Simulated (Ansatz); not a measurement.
# AlFH7NO2Si2: the cost of one run

All numbers below are computed with Ansatz 0.2.0 (RKS PBE0-D4/6-31G).

## Step 1: The system as given

Bond lengths: N1–Si2 1.803 Å, Si2–O3 1.693 Å, Si2–F4 1.661 Å, Si2–O5 1.717 Å, O5–Al6 1.847 Å, Al6–Si7 2.365 Å, N1–H8 1.029 Å, N1–H9 0.972 Å, O3–H10 1.018 Å, Al6–H11 1.579 Å, Si7–H12 1.467 Å, Si7–H13 1.491 Å, Si7–H14 1.511 Å. Angles (14 of 20 angles, heavy atoms first): N1–Si2–O3 108.6°, N1–Si2–F4 107.8°, N1–Si2–O5 112.0°, O3–Si2–F4 107.0°, O3–Si2–O5 110.1°, F4–Si2–O5 111.2°, Si2–O5–Al6 108.3°, O5–Al6–Si7 120.2°, Si2–N1–H8 105.3°, Si2–N1–H9 106.7°, Si2–O3–H10 106.6°, O5–Al6–H11 118.5°, Si7–Al6–H11 121.3°, Al6–Si7–H12 110.2°.

Coordinates:

```xyz
14

N     0.0550   -2.3465   -1.0787
Si   -0.1382   -1.5557    0.5301
O     1.3203   -0.7999    0.9382
F    -0.3971   -2.7493    1.6559
O    -1.4174   -0.4110    0.5339
Al   -0.9914    0.9381   -0.6537
Si    0.3206    2.7736    0.0539
H    -0.8592   -2.7725   -1.2834
H     0.7439   -3.0245   -0.9762
H     1.1843   -0.3817    1.8567
H    -1.4596    0.7958   -2.1553
H     1.6042    2.3030    0.5846
H     0.4728    3.6983   -1.1058
H    -0.4510    3.5031    1.1288
```

## Step 2: End point A

input.yaml reads:

```yaml
crystal:
  periodic: [false, false, false]
  atoms:
    - { symbol: "N", position_ang: [0.055, -2.3465, -1.0787] }
    - { symbol: Si, position_ang: [-0.1382, -1.5557, 0.5301] }
    - { symbol: O, position_ang: [1.3203, -0.7999, 0.9382] }
    - { symbol: F, position_ang: [-0.3971, -2.7493, 1.6559] }
    - { symbol: O, position_ang: [-1.4174, -0.411, 0.5339] }
    - { symbol: Al, position_ang: [-0.9914, 0.9381, -0.6537] }
    - { symbol: Si, position_ang: [0.3206, 2.7736, 0.0539] }
    - { symbol: H, position_ang: [-0.8592, -2.7725, -1.2834] }
    - { symbol: H, position_ang: [0.7439, -3.0245, -0.9762] }
    - { symbol: H, position_ang: [1.1843, -0.3817, 1.8567] }
    - { symbol: H, position_ang: [-1.4596, 0.7958, -2.1553] }
    - { symbol: H, position_ang: [1.6042, 2.303, 0.5846] }
    - { symbol: H, position_ang: [0.4728, 3.6983, -1.1058] }
    - { symbol: H, position_ang: [-0.451, 3.5031, 1.1288] }
basis:
  gaussian: { orbitals: "6-31G" }
hamiltonian:
  xc: pbe0
  dispersion: d4
relax:
  f_tol: 0.015
  max_steps: 40
output:
  orbitals: {}
```

On the command line:

```bash
ansatz run input.yaml --threads 1 --pin off --max-ram 2048MiB --backend cpu --events-out ev --progress --plain --runs-dir out
```

Q: Estimate wall time and peak memory on 1 thread of Arm Neoverse V2, shared host.

About 3.5 min, with a peak of 0.23 GiB.
